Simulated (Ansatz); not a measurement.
# Ge₂H₄ (singlet): the correlation ladder, cc-pVTZ

An exercise on one series of results from a longer session: the logs are not shown, and one member is left open.

Computed with Ansatz 0.2.0, Gaussian basis. Level: cc-pVTZ, core rule «outside noble gas», up to 28 orbitals frozen.

To be run: UHF; CCSD(T) on RHF; CCSD(T) on UHF; BCCD(T) on RHF; CCSDT(Q) on RHF.

### What is computed

The geometry is a PBE0/def2-TZVP stationary point (not a proven minimum). No spin-orbit coupling is included. The filled d shell of Ge may be among the frozen orbitals whatever the setting's name suggests; the logs give the count.

6 atoms, charge 0, spin multiplicity 1.

Atoms are counted from 1 here; the program's logs count them from 0.

Bond lengths: Ge1–Ge2 2.500 Å, Ge1–H3 1.541 Å, Ge1–H4 1.546 Å, Ge1–H5 1.546 Å, Ge2–H6 1.593 Å. Angles: Ge2–Ge1–H3 118.4°, Ge2–Ge1–H4 108.4°, Ge2–Ge1–H5 108.4°, H3–Ge1–H4 107.6°, H3–Ge1–H5 107.6°, H4–Ge1–H5 105.8°, Ge1–Ge2–H6 92.3°.

As a file:

```xyz
6
charge 0, multiplicity 1
Ge    0.0000    0.0168    1.2218
Ge    0.0000   -0.0363   -1.2773
H     0.0000    1.3870    1.9258
H     1.2331   -0.7670    1.7257
H    -1.2331   -0.7670    1.7257
H     0.0000    1.5538   -1.3752
```

Set-up of the first run:

in.yaml reads:

```yaml
crystal:
  periodic: [false, false, false]
  atoms:
    - {symbol: Ge, position_ang: [0.000000, 0.016763, 1.221757]}
    - {symbol: Ge, position_ang: [0.000000, -0.036285, -1.277289]}
    - {symbol: H, position_ang: [0.000000, 1.387006, 1.925829]}
    - {symbol: H, position_ang: [1.233110, -0.766974, 1.725729]}
    - {symbol: H, position_ang: [-1.233110, -0.766974, 1.725729]}
    - {symbol: H, position_ang: [0.000000, 1.553826, -1.375198]}
basis:
  gaussian: {orbitals: cc-pVTZ}
magnetization: {spin_polarized: true, initial_magnetization: 0}
hamiltonian: {xc: hf}
output: {orbitals: {seedname: orbitals}}
```

Started as:

```sh
> ansatz run in.yaml --threads 1 --pin off --events-out ev --progress --plain --max-ram 2816MiB --backend cpu
```

Among the steps run: UHF; CCSD(T) on RHF; CCSD(T) on UHF; BCCD(T) on RHF; CCSDT(Q) on RHF.

One of the session's tables, all rows but one given; the rest of the session is left out.

It belongs to the step «Misses and costs». 

```
   method  from RCCSDT(Q) (kJ/mol)
      RHF                   +717.2
      UHF                   +711.8
     RMP2                   +140.8
     UMP2                   +154.9
    RCCSD                        ?
    UCCSD                    +28.2
 RCCSD(T)                     +4.5
 UCCSD(T)                     +5.2
  BCCD(T)                     +4.3
   RCCSDT                     +1.0
RCCSDT(Q)                        0
```

Q: Estimate the row for RCCSD from the others.

As computed: from RCCSDT(Q) (kJ/mol): +26.9. In the column «from RCCSDT(Q) (kJ/mol)» it lies between UCCSD(T) (+5.2) and UCCSD (+28.2).

With the free atoms at the same levels and basis (separate runs), the atomisation energy is 13.950 eV at RCCSDT(Q), 13.934 eV at RCCSD(T), 13.926 eV at UCCSD(T), 10.185 eV at RHF.

To keep in mind: Warnings: restricted reference is unstable; spin contamination. Restricted and unrestricted rows rest on different reference determinants; where their highest levels disagree by more than a few hundredths of an eV, they describe different states and don't form one ladder.
